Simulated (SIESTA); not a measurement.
GaGe3:

```
Ge Ga
1.0
     0.00000    3.38717    3.38717
     3.38717    0.00000    3.38717
     3.38717    3.38717    0.00000
Ge Ga
3 1
Direct
  0.50000 0.50000 0.50000
  0.75000 0.75000 0.75000
  0.25000 0.25000 0.25000
  0.00000 0.00000 0.00000
```

The cell comes from a database or a generator and needn't be the stable form of this composition.

Base run:

| Item | Value |
| --- | --- |
| Program | SIESTA 5.4.2 |
| Functional | LDA |
| Potentials or basis | PseudoDojo 0.4 standard (LDA files) |
| Basis | DZP (energy shift 0.003 Ry; two zetas on semicore shells) |
| Grid cutoff | 800 Ry |
| Energy shift | 0.003 Ry |
| k mesh | 7 × 7 × 7 |
| Occupations | fermi-dirac, width 0.05 eV |
| Spin | no spin polarisation |

Its results: band gap on the k mesh none (metal or under the smearing width); pressure -4.1 GPa.

Problem. The run is repeated on the same cell with these changes: functional from LDA to PBE; potentials or basis from PseudoDojo 0.4 standard (LDA files) to PseudoDojo 0.4 standard (PBE files). What comes out?

Solution. Band gap on the k mesh none (metal or under the smearing width); pressure 1.2 GPa.

Caveats: the basis of atomic orbitals isn't converged, which shifts pressures, moduli and gaps.

Not every run made on this cell is shown here.
